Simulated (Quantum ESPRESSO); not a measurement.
A run of Quantum ESPRESSO 7.5:

Contents of pw.in:

```
&CONTROL
  calculation = 'scf'
  prefix = 'pwscf'
  outdir = './tmp'
  pseudo_dir = './pseudo'
  tprnfor = .true.
  tstress = .true.
  disk_io = 'low'
/
&SYSTEM
  ibrav = 0
  nat = 2
  ntyp = 2
  ecutwfc = 52
  ecutrho = 312
  nbnd = 17
  occupations = 'smearing'
  smearing = 'mv'
  degauss = 0.01469973
/
&ELECTRONS
  conv_thr = 4d-10
  electron_maxstep = 120
  mixing_beta = 0.5
/
ATOMIC_SPECIES
Bi   208.9804 Bi.GGA_PBE-JTH.UPF
Te   127.6000 Te.GGA_PBE-JTH.UPF
CELL_PARAMETERS angstrom
   0.0000000000    3.2350000000    3.2350000000
   3.2350000000    0.0000000000    3.2350000000
   3.2350000000    3.2350000000    0.0000000000
ATOMIC_POSITIONS crystal
Bi     0.0000000000    0.0000000000    0.0000000000
Te     0.5000000000    0.5000000000    0.5000000000
K_POINTS automatic
5 5 5 0 0 0
```

scf2.in

```
&CONTROL
  calculation = 'scf'
  prefix = 'pwscf'
  outdir = './tmp'
  pseudo_dir = './pseudo'
  tprnfor = .true.
  tstress = .true.
  disk_io = 'low'
/
&SYSTEM
  ibrav = 0
  nat = 2
  ntyp = 2
  ecutwfc = 52
  ecutrho = 312
  nbnd = 17
  occupations = 'smearing'
  smearing = 'mv'
  degauss = 0.01469973
/
&ELECTRONS
  conv_thr = 1d-13
  electron_maxstep = 120
  mixing_beta = 0.5
  startingpot = 'file'
  startingwfc = 'file'
/
ATOMIC_SPECIES
Bi   208.9804 Bi.GGA_PBE-JTH.UPF
Te   127.6000 Te.GGA_PBE-JTH.UPF
CELL_PARAMETERS angstrom
   0.0000000000    3.2350000000    3.2350000000
   3.2350000000    0.0000000000    3.2350000000
   3.2350000000    3.2350000000    0.0000000000
ATOMIC_POSITIONS crystal
Bi     0.0000000000    0.0000000000    0.0000000000
Te     0.5000000000    0.5000000000    0.5000000000
K_POINTS automatic
5 5 5 0 0 0
```

Contents of ph.in:

```
phonons of BiTe
&INPUTPH
  prefix = 'pwscf'
  outdir = './tmp'
  tr2_ph = 1d-18
  fildyn = 'dyn'
  niter_ph = 90
  alpha_mix(1) = 0.4
/
0.0000000000 0.0000000000 0.0000000000
```

dynmat.in

```
&INPUT
  fildyn = 'dyn'
  asr = 'crystal'
  filout = 'dynmat.disp'
  fileig = 'dynmat.eig'
/
```

Potentials or basis: JTH 2.0 PBE.

Run with:

```console
$ OMP_NUM_THREADS=1 pw.x -in pw.in > pw.out
$ OMP_NUM_THREADS=1 pw.x -in scf2.in > scf2.out
$ OMP_NUM_THREADS=1 ph.x -in ph.in > ph.out
$ OMP_NUM_THREADS=1 dynmat.x -in dynmat.in > dynmat.out
```

Hardware: 1 thread of Arm Neoverse V2, on a shared host.

Problem. Estimate the wall time of this run.

Solution. It took 3.8 min on 1 thread of Arm Neoverse V2 (shared host), peak memory 0.2 GiB. Counts: scf iterations 12, k pools 1, bands 17, k points 10, g dense 42615.
